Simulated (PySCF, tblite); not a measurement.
# H10NPSi4, a small gas-phase stand-in for a defect centre: NMR shifts, core binding energies and electronic excitations

Wanted: the NMR shifts, core binding energies and electronic excitations for `[SiH3]P[Si]N([SiH3])[SiH3]`. It is drawn as: twofold Si.

Programs: tblite 0.8.0 and PySCF 2.14.0. All values are calculated, for the isolated system unless a continuum is named. Atoms count from 0, parts from 1.

## 1. Starting point

16 atoms, charge 0, multiplicity 1; geometry: distance geometry start.

## 2. Geometry optimisation with GFN2-xTB

The job: settings as JSON, then the geometry in Å.

```
{"job": {"kind": "relax", "xc": "GFN2-xTB", "basis": "xTB"}, "charge": 0, "multiplicity": 1}
Si     0.430994    -0.336820     0.308344
N     -1.116820     0.344421     0.367150
Si    -1.645536     0.449242     1.979783
Si    -2.198765    -0.588374    -0.515165
P      1.736545     1.253879    -0.464712
Si     3.385466    -0.097317    -1.122049
H     -1.686423    -0.894780     2.584666
H     -2.982938     1.075873     2.020321
H     -0.711583     1.268107     2.771002
H     -1.725049    -0.663549    -1.924708
H     -3.536153     0.003693    -0.507346
H     -2.253224    -1.981345     0.029515
H      1.140291     1.429813    -1.730096
H      3.977065    -0.730839     0.078674
H      2.801011    -1.176380    -1.978152
H      4.389916     0.653795    -1.908196
```

With the program's defaults for keys left out, this is: GFN2-xTB geometry optimisation, gas phase.

The run is started by

```bash
OMP_NUM_THREADS=1 python cluster_run.py task.json out
```

This one command runs all jobs of the session in turn.

Output:

```text
step      E/eV     max force
  0    -475.51037    2.950
  1    -475.73501    0.908
  2    -475.78890    0.611
  3    -475.81079    0.708
  4    -475.84000    0.683
  5    -475.86389    0.503
  6    -475.88345    0.359
  7    -475.89801    0.295
  8    -475.91025    0.287
  9    -475.92445    0.377
 10    -475.94227    0.505
 11    -475.96689    0.585
 12    -475.99608    0.525
 13    -476.01866    0.473
 14    -476.03251    0.385
 15    -476.04029    0.338
 16    -476.04665    0.344
 17    -476.05493    0.362
 18    -476.06442    0.344
 19    -476.07399    0.328
 20    -476.08225    0.293
 21    -476.08813    0.208
 22    -476.09214    0.189
 23    -476.09594    0.166
 24    -476.10016    0.200
 25    -476.10519    0.231
 26    -476.11086    0.210
 27    -476.11586    0.143
 28    -476.11926    0.163
 29    -476.12243    0.167
 30    -476.12637    0.222
 31    -476.13142    0.227
 32    -476.13885    0.243
 33    -476.14483    0.173
 34    -476.14786    0.106
 35    -476.14919    0.069
 36    -476.15004    0.070
 37    -476.15126    0.094
 38    -476.15286    0.136
 39    -476.15435    0.117
 40    -476.15518    0.063
 41    -476.15560    0.055
 42    -476.15604    0.071
 43    -476.15679    0.126
 44    -476.15778    0.145
 45    -476.15861    0.102
 46    -476.15903    0.037
 47    -476.15925    0.046
 48    -476.15953    0.058
 49    -476.16001    0.070
 50    -476.16055    0.063
 51    -476.16089    0.035
 52    -476.16105    0.026
 53    -476.16119    0.038
 54    -476.16145    0.062
 55    -476.16192    0.076
 56    -476.16251    0.067
 57    -476.16294    0.045
 58    -476.16316    0.029
 59    -476.16329    0.034
 60    -476.16349    0.043
 61    -476.16379    0.040
 62    -476.16411    0.036
 63    -476.16432    0.030
 64    -476.16446    0.031
 65    -476.16460    0.033
 66    -476.16480    0.035
 67    -476.16511    0.039
 68    -476.16547    0.041
 69    -476.16575    0.035
 70    -476.16590    0.021
 71    -476.16595    0.017
 72    -476.16599    0.016
 73    -476.16603    0.021
 74    -476.16611    0.032
 75    -476.16624    0.038
 76    -476.16638    0.032
 77    -476.16648    0.019
 78    -476.16653    0.020
 79    -476.16659    0.020
 80    -476.16669    0.025
 81    -476.16693    0.037
 82    -476.16736    0.048
 83    -476.16798    0.060
 84    -476.16853    0.054
 85    -476.16890    0.046
 86    -476.16917    0.045
 87    -476.16944    0.053
 88    -476.16992    0.059
 89    -476.17069    0.081
 90    -476.17171    0.104
 91    -476.17238    0.084
 92    -476.17276    0.062
 93    -476.17303    0.084
 94    -476.17339    0.074
 95    -476.17425    0.046
 96    -476.17455    0.038
 97    -476.17485    0.037
 98    -476.17505    0.051
 99    -476.17540    0.048
100    -476.17576    0.042
101    -476.17606    0.033
102    -476.17618    0.024
103    -476.17635    0.025
104    -476.17651    0.040
105    -476.17675    0.045
106    -476.17696    0.044
107    -476.17712    0.032
108    -476.17703    0.074
109    -476.17732    0.046
110    -476.17744    0.040
111    -476.17769    0.019
112    -476.17822    0.050
113    -476.17857    0.085
114    -476.17872    0.101
115    -476.17923    0.035
116    -476.17955    0.036
117    -476.17975    0.137
118    -476.18087    0.089
119    -476.18153    0.070
120    -476.18205    0.159
121    -476.18330    0.056
122    -476.18408    0.052
123    -476.18559    0.160
124    -476.18683    0.050
125    -476.18785    0.061
126    -476.18895    0.160
127    -476.19017    0.068
128    -476.19142    0.064
129    -476.19347    0.097
130    -476.19481    0.094
131    -476.19612    0.099
132    -476.19812    0.103
133    -476.19911    0.102
134    -476.20012    0.107
135    -476.20100    0.088
136    -476.20169    0.080
137    -476.20217    0.074
138    -476.20297    0.074
139    -476.20344    0.051
140    -476.20362    0.091
141    -476.20457    0.055
142    -476.20500    0.040
143    -476.20568    0.047
144    -476.20592    0.047
145    -476.20634    0.034
146    -476.20654    0.039
147    -476.20678    0.035
148    -476.20707    0.045
149    -476.20749    0.047
150    -476.20784    0.034
151    -476.20804    0.034
152    -476.20819    0.033
153    -476.20837    0.040
154    -476.20863    0.060
155    -476.20902    0.061
156    -476.20956    0.046
157    -476.20979    0.051
158    -476.21040    0.062
159    -476.21119    0.055
160    -476.21223    0.077
161    -476.21275    0.140
162    -476.21344    0.132
163    -476.21486    0.070
164    -476.21592    0.051
165    -476.21882    0.078
166    -476.21956    0.067
167    -476.22142    0.092
168    -476.22356    0.089
169    -476.22389    0.167
170    -476.22625    0.130
171    -476.22767    0.109
172    -476.23048    0.165
173    -476.23179    0.103
174    -476.23313    0.077
175    -476.23466    0.158
176    -476.23662    0.084
177    -476.23797    0.092
178    -476.24114    0.135
179    -476.24418    0.140
180    -476.24739    0.133
181    -476.24871    0.111
182    -476.24985    0.093
183    -476.25093    0.056
184    -476.25188    0.053
185    -476.25230    0.038
186    -476.25272    0.041
187    -476.25324    0.044
188    -476.25361    0.042
189    -476.25392    0.036
190    -476.25420    0.036
191    -476.25445    0.029
192    -476.25469    0.034
193    -476.25491    0.038
194    -476.25512    0.037
195    -476.25533    0.032
196    -476.25554    0.039
197    -476.25574    0.045
198    -476.25595    0.043
199    -476.25614    0.035
200    -476.25637    0.032
201    -476.25637    0.032
202    -476.26140    0.066
203    -476.26401    0.166
204    -476.26712    0.130
205    -476.26841    0.153
206    -476.27214    0.115
207    -476.27488    0.174
208    -476.27654    0.186
209    -476.28020    0.162
210    -476.28255    0.221
211    -476.28355    0.166
212    -476.28619    0.113
213    -476.28662    0.311
214    -476.28850    0.291
215    -476.29235    0.227
216    -476.29320    0.321
217    -476.29668    0.410
218    -476.30158    0.360
219    -476.30467    0.220
220    -476.30982    0.339
221    -476.31620    0.225
222    -476.32070    0.240
223    -476.32666    0.312
224    -476.33342    0.252
225    -476.34152    0.187
226    -476.34436    0.206
227    -476.34404    0.341
228    -476.34864    0.264
229    -476.32862    0.674
230    -476.34568    0.319
231    -476.33609    0.468
232    -476.35014    0.359
233    -476.33837    0.771
234    -476.35517    0.065
235    -476.35411    0.164
236    -476.35611    0.057
237    -476.35596    0.092
238    -476.35708    0.062
239    -476.35788    0.075
240    -476.35904    0.102
241    -476.36040    0.078
242    -476.36128    0.083
243    -476.36122    0.132
244    -476.36231    0.064
245    -476.36240    0.109
246    -476.36365    0.046
247    -476.36412    0.079
248    -476.36467    0.058
249    -476.36506    0.057
250    -476.36539    0.058
251    -476.36562    0.064
252    -476.36597    0.049
253    -476.36650    0.039
254    -476.36708    0.058
255    -476.36749    0.062
256    -476.36721    0.097
257    -476.36738    0.094
258    -476.36757    0.114
259    -476.36832    0.025
260    -476.36849    0.049
261    -476.36882    0.048
262    -476.36943    0.085
263    -476.36974    0.093
264    -476.36947    0.156
265    -476.37056    0.043
266    -476.37101    0.034
267    -476.37103    0.095
268    -476.37162    0.047
269    -476.37197    0.034
270    -476.37255    0.050
271    -476.37293    0.046
272    -476.37325    0.047
273    -476.37347    0.037
274    -476.37352    0.052
275    -476.37380    0.029
276    -476.37397    0.032
277    -476.37424    0.042
278    -476.37444    0.037
279    -476.37461    0.030
280    -476.37481    0.025
281    -476.37498    0.032
282    -476.37498    0.032
283    -476.37589    0.037
284    -476.37617    0.036
285    -476.37644    0.016
286    -476.37625    0.069
287    -476.37656    0.009
288    -476.37658    0.005
```

Run time: 18 s. Hardware: 1 thread of Intel Xeon Platinum 8488C, shared host.

Along the way:

| step | energy from step 0 (eV) | largest force (eV/Å) |
| --- | --- | --- |
| 0 | 0.0000 | 2.9498 |
| 12 | -0.4857 | 0.5249 |
| 24 | -0.5898 | 0.1997 |
| 36 | -0.6397 | 0.0702 |
| 48 | -0.6492 | 0.0579 |
| 60 | -0.6531 | 0.0436 |
| 72 | -0.6556 | 0.0155 |
| 84 | -0.6582 | 0.0539 |
| 96 | -0.6642 | 0.0377 |
| 108 | -0.6667 | 0.0744 |
| 120 | -0.6717 | 0.1589 |
| 132 | -0.6877 | 0.1027 |
| 144 | -0.6955 | 0.0474 |
| 156 | -0.6992 | 0.0462 |
| 168 | -0.7132 | 0.0889 |
| 180 | -0.7370 | 0.1326 |
| 192 | -0.7443 | 0.0339 |
| 204 | -0.7567 | 0.1304 |
| 216 | -0.7828 | 0.3205 |
| 228 | -0.8383 | 0.2641 |
| 240 | -0.8487 | 0.1017 |
| 252 | -0.8556 | 0.0488 |
| 264 | -0.8591 | 0.1558 |
| 276 | -0.8636 | 0.0324 |
| 288 | -0.8662 | 0.0049 |

Distances of close pairs at the start and the end, largest changes first:

| bond | before (Å) | after (Å) | change (Å) |
| --- | --- | --- | --- |
| N1–Si3 | 1.679 | 1.739 | +0.060 |
| Si0–N1 | 1.692 | 1.750 | +0.058 |
| Si0–P4 | 2.198 | 2.255 | +0.057 |
| N1–Si2 | 1.700 | 1.744 | +0.043 |
| Si3–H11 | 1.497 | 1.461 | -0.036 |
| Si5–H14 | 1.496 | 1.462 | -0.034 |
| P4–H12 | 1.410 | 1.387 | -0.023 |
| Si3–H9 | 1.489 | 1.468 | -0.021 |

## 3. Optimising the geometry at PBE0-D3(BJ)/def2-SVP

The job: settings as JSON, then the geometry in Å.

```
{"job": {"xc": "PBE0", "basis": "def2-SVP", "d3": "d3bj", "grid": 2, "kind": "geom", "shake": 0.01}, "charge": 0, "multiplicity": 1}
Si    -0.448116     1.731290    -0.373620
N     -1.184310     0.311072     0.313115
Si    -0.943382    -0.110948     1.978450
Si    -1.893509    -0.821886    -0.768592
P      1.676557     1.593270     0.280620
Si     2.308169    -0.063556    -1.038813
H     -2.158690    -0.718480     2.451308
H     -0.641755     1.151893     2.682746
H      0.186933    -1.048876     2.131799
H     -1.004221    -1.930005    -1.039487
H     -2.220370    -0.072401    -1.976047
H     -3.134371    -1.338637    -0.128407
H      2.064232     2.623087    -0.570348
H      3.685843     0.173304    -1.414018
H      2.195492    -1.311443    -0.256963
H      1.500045    -0.178999    -2.249599
```

Output:

```text
step   0  E = -1558.91333114  max force = 0.024996
step   1  E = -1558.92461991  max force = 0.009366
step   2  E = -1558.92689136  max force = 0.006031
step   3  E = -1558.92904703  max force = 0.004635
step   4  E = -1558.93010348  max force = 0.003807
step   5  E = -1558.93058330  max force = 0.001393
step   6  E = -1558.93082111  max force = 0.001483
step   7  E = -1558.93097447  max force = 0.001531
step   8  E = -1558.93116123  max force = 0.001036
step   9  E = -1558.93139828  max force = 0.001242
step  10  E = -1558.93154279  max force = 0.001748
step  11  E = -1558.93160643  max force = 0.001157
step  12  E = -1558.93163376  max force = 0.000883
step  13  E = -1558.93164595  max force = 0.000532
step  14  E = -1558.93166102  max force = 0.000469
step  15  E = -1558.93166321  max force = 0.000287
optimisation converged
```

Wall time 3.8 min (1 thread of Intel Xeon Platinum 8488C, shared host); peak memory 0.81 GiB.

Step by step:

| step | energy from step 0 (eV) | largest force component (eV/Å) |
| --- | --- | --- |
| 0 | 0.0000 | 1.2853 |
| 1 | -0.3072 | 0.4816 |
| 2 | -0.3690 | 0.3101 |
| 3 | -0.4277 | 0.2383 |
| 4 | -0.4564 | 0.1958 |
| 5 | -0.4695 | 0.0716 |
| 6 | -0.4759 | 0.0763 |
| 7 | -0.4801 | 0.0787 |
| 8 | -0.4852 | 0.0533 |
| 9 | -0.4916 | 0.0639 |
| 10 | -0.4956 | 0.0899 |
| 11 | -0.4973 | 0.0595 |
| 12 | -0.4980 | 0.0454 |
| 13 | -0.4984 | 0.0274 |
| 14 | -0.4988 | 0.0241 |
| 15 | -0.4988 | 0.0148 |

Distances of close pairs at the start and the end, largest changes first:

| bond | before (Å) | after (Å) | change (Å) |
| --- | --- | --- | --- |
| Si0–P4 | 2.227 | 2.307 | +0.079 |
| Si2–H6 | 1.439 | 1.495 | +0.057 |
| N1–Si3 | 1.719 | 1.776 | +0.057 |
| P4–Si5 | 2.210 | 2.261 | +0.051 |
| Si3–H9 | 1.446 | 1.495 | +0.048 |
| Si5–H13 | 1.447 | 1.493 | +0.045 |
| Si5–H15 | 1.460 | 1.500 | +0.039 |
| N1–Si2 | 1.735 | 1.774 | +0.039 |

The next job starts from the end point, and lists it.

| at the end point | value |
| --- | --- |
| point group (found at 0.08 Å tolerance) | C1 |
| rotational constants (GHz, main isotopes) | 1.933, 0.729, 0.644 |
| dipole moment (D) | 1.06 |

## 4. Nuclear shieldings: PBE0/pcSseg-1

The job: settings as JSON, then the geometry in Å.

```
{"job": {"kind": "nmr", "xc": "PBE0", "basis": "pcSseg-1"}, "charge": 0, "multiplicity": 1}
Si    -0.466963     1.385220    -1.050169
N     -1.133093     0.103499    -0.052236
Si    -0.522488    -0.544746     1.481647
Si    -2.617417    -0.662174    -0.656499
P      1.415590     2.023693     0.120029
Si     2.681020     0.235029    -0.437397
H     -1.691679    -1.005783     2.291857
H      0.229688     0.512811     2.213293
H      0.368503    -1.715688     1.228408
H     -2.425696    -2.143523    -0.713135
H     -2.894855    -0.126248    -2.019317
H     -3.762048    -0.369686     0.257112
H      1.858964     2.805161    -0.991948
H      4.013946     0.727620    -0.894026
H      2.847701    -0.626112     0.769288
H      2.087484    -0.610294    -1.524784
```

Method: GIAO PBE0/pcSseg-1 NMR shielding, non-relativistic, gas phase.

Output:

```text
coarse grid: 15384 points
cycle   1  E = -1559.2858560309  dE = -2.570e-02  |g| = 4.436e-01  |ddm| = 3.706e+00
cycle   2  E = -1559.2004927094  dE =  8.536e-02  |g| = 7.409e-01  |ddm| = 9.389e-01
cycle   3  E = -1559.3274417083  dE = -1.269e-01  |g| = 1.015e-01  |ddm| = 6.561e-01
cycle   4  E = -1559.3299159575  dE = -2.474e-03  |g| = 3.258e-02  |ddm| = 1.630e-01
cycle   5  E = -1559.3302469081  dE = -3.310e-04  |g| = 9.705e-03  |ddm| = 6.784e-02
cycle   6  E = -1559.3302754032  dE = -2.850e-05  |g| = 1.834e-03  |ddm| = 1.810e-02
cycle   7  E = -1559.3302764911  dE = -1.088e-06  |g| = 3.620e-04  |ddm| = 3.292e-03
final grid: 124344 points
cycle   8  E = -1559.3609709713  dE = -1.100e-05  |g| = 5.065e-03  |ddm| = 1.852e-02
cycle   9  E = -1559.3609580769  dE =  1.289e-05  |g| = 8.916e-03  |ddm| = 1.170e-02
cycle  10  E = -1559.3609764842  dE = -1.841e-05  |g| = 7.176e-04  |ddm| = 7.780e-03
cycle  11  E = -1559.3609765863  dE = -1.021e-07  |g| = 2.238e-04  |ddm| = 1.054e-03
cycle  12  E = -1559.3609766013  dE = -1.498e-08  |g| = 4.338e-05  |ddm| = 4.104e-04
cycle  13  E = -1559.3609766020  dE = -7.112e-10  |g| = 1.170e-05  |ddm| = 9.772e-05
converged SCF energy = -1559.3609766020

GIAO shielding tensors (ppm)
atom      isotropic    diamagn.    paramagn.     s11        s22        s33       span
  0 Si     -70.626     878.608    -949.233   -635.269    159.626    263.765    899.035
  1 N      113.285     331.721    -218.435    -67.371    124.956    282.271    349.642
  2 Si     406.100     880.735    -474.635    374.294    380.714    463.292     88.998
  3 Si     387.057     878.442    -491.385    337.208    366.469    457.492    120.284
  4 P      486.002     970.606    -484.604    334.767    478.529    644.711    309.944
  5 Si     458.082     880.155    -422.073    428.216    465.030    481.001     52.786
  6 H       26.302      29.258      -2.956     22.483     25.144     31.279      8.795
  7 H       25.794      30.501      -4.707     21.730     27.135     28.519      6.789
  8 H       26.525      30.935      -4.411     23.378     25.472     30.724      7.345
  9 H       26.288      28.220      -1.931     23.133     24.841     30.890      7.757
 10 H       26.260      27.880      -1.620     23.315     25.365     30.099      6.785
 11 H       26.394      27.737      -1.343     23.104     24.561     31.515      8.411
 12 H       28.723      31.355      -2.632     24.358     26.582     35.230     10.872
 13 H       27.318      28.518      -1.200     23.172     24.905     33.877     10.705
 14 H       27.243      29.809      -2.567     23.501     26.103     32.124      8.623
 15 H       27.309      29.768      -2.459     24.212     26.238     31.478      7.267
```

Wall time 31 s (1 thread of Intel Xeon Platinum 8488C, shared host); peak memory 0.97 GiB.

The references, computed at this level on geometries of the same kind, shield at (ppm): 1H TMS 31.27, 29Si TMS 352.0, 15N NH3 265.7, 31P H3PO4 310.1. Their shielding less the atom's gives the shift. The references are single molecules in the gas phase, so shifts against H2O, NH3, PH3, H3PO4 or CFCl3 are not on the usual liquid scales and can be off by tens of ppm.

| atoms | environment | σ (ppm) | δ (ppm) |
| --- | --- | --- | --- |
| H7 | hydrogen on a silicon bonded to N | 25.79 | 5.47 |
| H10 | hydrogen on a silicon bonded to N | 26.26 | 5.01 |
| H9 | hydrogen on a silicon bonded to N | 26.29 | 4.98 |
| H6 | hydrogen on a silicon bonded to N | 26.30 | 4.96 |
| H11 | hydrogen on a silicon bonded to N | 26.39 | 4.87 |
| H8 | hydrogen on a silicon bonded to N | 26.52 | 4.74 |
| H14 | hydrogen on a silicon bonded to P | 27.24 | 4.02 |
| H15 | hydrogen on a silicon bonded to P | 27.31 | 3.96 |
| H13 | hydrogen on a silicon bonded to P | 27.32 | 3.95 |
| H12 | hydrogen on a phosphorus bonded to 2 Si | 28.72 | 2.54 |
| Si0 | silicon bonded to N, P | -70.6 | 422.6 |
| Si3 | silicon bonded to N, 3 H | 387.1 | -35.1 |
| Si2 | silicon bonded to N, 3 H | 406.1 | -54.1 |
| Si5 | silicon bonded to P, 3 H | 458.1 | -106.1 |
| N1 | nitrogen bonded to 3 Si | 113.3 | 152.4 |
| P4 | phosphorus bonded to 2 Si, H | 486.0 | -175.9 |

Charges from the same density, by scheme (e):

| atoms | Mulliken | IAO | Hirshfeld | ESP fit |
| --- | --- | --- | --- | --- |
| Si0 | 0.51 | 0.37 | 0.18 | -0.09 |
| N1 | -1.06 | -0.94 | -0.33 | -0.12 |
| Si2 | 0.57 | 0.68 | 0.33 | 0.55 |
| Si3 | 0.61 | 0.70 | 0.34 | 0.54 |
| P4 | -0.47 | -0.24 | -0.10 | -0.28 |
| Si5 | 0.27 | 0.39 | 0.24 | 0.07 |

Mayer bond orders: Si0–N1 1.01, N1–Si2 0.82, N1–Si3 0.85, Si0–P4 0.92, P4–Si5 0.93.

[end of part 1 of 2]
